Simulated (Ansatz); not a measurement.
# GeH2OS: how energies converge with the basis set

The task here is to estimate one member of a computed series from the others.

The runs use Ansatz 0.2.0, Gaussian basis; one geometry, several basis sets.

The runs, in order: PBE0-D4/def2-SVP; ωB97M-V/def2-SVP; PBE0-D4/def2-QZVPP; ωB97M-V/def2-QZVPP; the functionals' def2-TZVPP values are taken from earlier runs.

### The relaxed structure

An earlier PBE0-D4 in a triple-zeta def2 set relaxation fixed the geometry.

SMILES `[OH][Ge][SH]`, 5 atoms, charge 0, spin multiplicity 1.

Atoms are counted from 1 here; the program's logs count them from 0.

Bond lengths: O1–Ge2 1.782 Å, O1–H4 0.961 Å, Ge2–S3 2.260 Å, S3–H5 1.343 Å. Angles: Ge2–O1–H4 117.4°, O1–Ge2–S3 97.9°, Ge2–S3–H5 93.6°.

Set-up of the first run:

in.yaml reads:

```yaml
crystal:
  periodic: [false, false, false]
  atoms:
    - {symbol: O, position_ang: [-1.346040, -1.001263, 0.399812]}
    - {symbol: Ge, position_ang: [-0.897419, 0.628925, -0.164199]}
    - {symbol: S, position_ang: [1.343253, 0.336538, -0.206293]}
    - {symbol: H, position_ang: [-0.632530, -1.625174, 0.561369]}
    - {symbol: H, position_ang: [1.582736, 1.587373, -0.632091]}
basis:
  gaussian: {orbitals: def2-SVP}
hamiltonian: {xc: pbe0, dispersion: d4}
output: {orbitals: {seedname: orbitals}}
```

Steps of the session up to this table: PBE0-D4 in def2-SVP; ωB97M-V in def2-SVP; PBE0-D4 in def2-QZVPP; ωB97M-V in def2-QZVPP.

One of the session's tables, all rows but one given; the rest of the session is left out.

It belongs to the step «Functionals by basis». 

| functional | basis | HOMO (eV) | LUMO (eV) |
| --- | --- | --- | --- |
| PBE0-D4 | def2-SVP | ? | ? |
| PBE0-D4 | def2-TZVPP | -7.35 | -1.99 |
| PBE0-D4 | def2-QZVPP | -7.40 | -2.06 |
| ωB97M-V | def2-SVP | -9.26 | 0.15 |
| ωB97M-V | def2-TZVPP | -9.40 | -0.05 |
| ωB97M-V | def2-QZVPP | -9.47 | -0.19 |

**Question.** Estimate the row for PBE0-D4, def2-SVP.

As computed: HOMO (eV): -7.25; LUMO (eV): -1.84. In the column «HOMO (eV)» it is the highest.
